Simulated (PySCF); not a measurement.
# A diatomic session: AgH

An exercise on one series of results from a longer session: the logs are not shown, and one member is left open.

The runs use PySCF 2.14.0; Ag x2c-TZVPPall, H x2c-TZVPPall, spin-free X2C with a Gaussian nucleus.

The first run:

Settings of the job:

```json
{
  "atoms": "Ag, H",
  "charge": "0",
  "basis": "Ag x2c-TZVPPall, H x2c-TZVPPall",
  "Hamiltonian": "spin-free X2C with a Gaussian nucleus",
  "basis functions": "93",
  "electrons treated": "48",
  "masses in u": "106.9051, 1.0078",
  "levels": "PBE0, PBE, r²SCAN, BHandHLYP, BP86, LDA, r²SCAN0, CAM-B3LYP, HF, MP2, SCS-MP2, CCSD, CCSD(T)",
  "grid": "80 radial by 434 angular points",
  "occupations": "held fixed by the projection of orbital angular momentum",
  "dissociation limit": "Ag + H, each in its ground configuration",
  "starting distance in angstrom": "1.655",
  "values of 2S to try": "0, 2, 4"
}
```

Command:

```sh
$ OMP_NUM_THREADS=1 python dia.py task.json out
```

Steps of the session up to this table: Input; First curve: PBE0; Excited determinants; PBE; r²SCAN; BHandHLYP (global hybrid GGA); BP86; LDA (local density); r²SCAN0 (hybrid meta-GGA); CAM-B3LYP (range-separated hybrid); RHF (mean field); Adding correlation.

One table of the session follows, with a row left open; its other results are not shown here.

It belongs to the step «The curves together». Energy (eV) from each level's lowest point:

| R (Å) | RHF | RHF-MP2 | RHF-SCS-MP2 | RHF-CCSD | RHF-CCSD(T) |
| --- | --- | --- | --- | --- | --- |
| 1.397 | 0.651 | 0.256 | 0.307 | n/a | n/a |
| 1.462 | 0.362 | 0.087 | 0.119 | 0.162 | 0.142 |
| 1.528 | 0.171 | 0.011 | 0.024 | 0.047 | 0.035 |
| 1.576 | 0.080 | 0.000 | 0.000 | 0.007 | 0.002 |
| 1.625 | 0.025 | 0.021 | 0.008 | 0.000 | 0.000 |
| 1.674 | 0.000 | 0.066 | 0.041 | 0.018 | 0.023 |
| 1.739 | 0.004 | 0.157 | 0.116 | 0.073 | 0.084 |
| 1.820 | ? | ? | ? | ? | ? |
| 1.917 | 0.171 | 0.517 | 0.438 | 0.341 | 0.360 |
| 2.047 | 0.378 | 0.831 | 0.729 | n/a | n/a |

**Question.** Estimate the row for R (Å) = 1.820.

Worked estimate for «RHF». A straight line through the neighbours (1.739, 0.004) and (1.917, 0.171) gives 0.004 + (0.171 − 0.004) × (1.820 − 1.739) / (1.917 − 1.739) = 0.080; a parabola fitted to 4 rows on both sides gives 0.062.

**Answer.** RHF: 0.057; RHF-MP2: 0.305; RHF-SCS-MP2: 0.246; RHF-CCSD: 0.179; RHF-CCSD(T): 0.194. In «RHF» the line misses by +0.023 and the parabola by +0.005.
